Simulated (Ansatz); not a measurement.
Predict the output of the script below (Ansatz 0.2.0, Python API).

`bde.py`
```python
"""Cost of removing each kind of hydrogen from CH4F2SSn, fragments frozen."""

import logging
import sys

import ansatz as az

logging.basicConfig(stream=sys.stdout, format="%(levelname)s:%(name)s:%(message)s")
log = logging.getLogger("ch4f2ssn")
log.setLevel(logging.INFO)


def energy(molecule, charge=0, unpaired=0):
    calc = (
        molecule.calculation()
        .basis(gaussian="def2-SVPD")
        .functional("R2SCAN0")
    )
    if charge:
        calc = calc.charge(charge)
    if unpaired:
        calc = calc.spin("collinear", total=unpaired)
    return calc.run(threads=1, backend="cpu").report["free_energy_ev"]

GEOMETRY = """
C    -0.91520   -0.76230   -0.64680
Sn    0.89010    0.06870    0.06140
F     1.56530   -1.09360    1.43310
F     2.23810    0.19300   -1.40710
S     0.52250    2.26780    0.95950
H    -0.79740   -1.71550   -1.07800
H    -1.66210   -0.77370    0.18270
H    -1.32630   -0.03420   -1.45650
H    -0.42650    1.80350    1.93460
"""

def without(molecule, index):
    rest = az.Crystal.molecule()
    for i, site in enumerate(molecule.cartesian_sites):
        if i != index:
            rest = rest.atom(site.symbol, site.position_ang)
    return rest


def main() -> None:
    system = az.Crystal.molecule()
    for line in GEOMETRY.strip().splitlines():
        symbol, *xyz = line.split()
        system = system.atom(symbol, [float(v) for v in xyz])

    whole = energy(system, 0)
    hydrogen = energy(az.Crystal.molecule().atom("H", (0, 0, 0)), 0, 1)
    log.info(f"E(molecule) = {whole:.5f} eV, E(H) = {hydrogen:.5f} eV")
    for index in [7, 8]:
        radical = energy(without(system, index), 0, 1)
        log.info(f"H{index}: homolysis {96.485332 * (radical + hydrogen - whole):.1f} kJ/mol")
        anion = energy(without(system, index), -1)
        log.info(f"H{index}: loss of a proton {96.485332 * (anion - whole):.1f} kJ/mol")


if __name__ == "__main__":
    main()
```

```console
$ python bde.py
INFO:ch4f2ssn:E(molecule) = -23193.86319 eV, E(H) = -13.58464 eV
INFO:ch4f2ssn:H7: homolysis 464.3 kJ/mol
INFO:ch4f2ssn:H7: loss of a proton 1588.9 kJ/mol
INFO:ch4f2ssn:H8: homolysis 373.4 kJ/mol
INFO:ch4f2ssn:H8: loss of a proton 1354.6 kJ/mol
```

Total energies depend on the basis set; only differences at equal settings carry meaning. The geometry is a force-field or estimated start, not a minimum of this method, and the basis set is short of its limit. All parts are taken at fixed geometry, without zero-point energy. def2 sets replace the cores of elements past krypton by effective core potentials. The spin-orbit lowering of heavy atoms is left out. It ran for 2.7 min on 1 thread of Arm Neoverse V1, with other jobs on the host, peak memory 0.9 GiB.
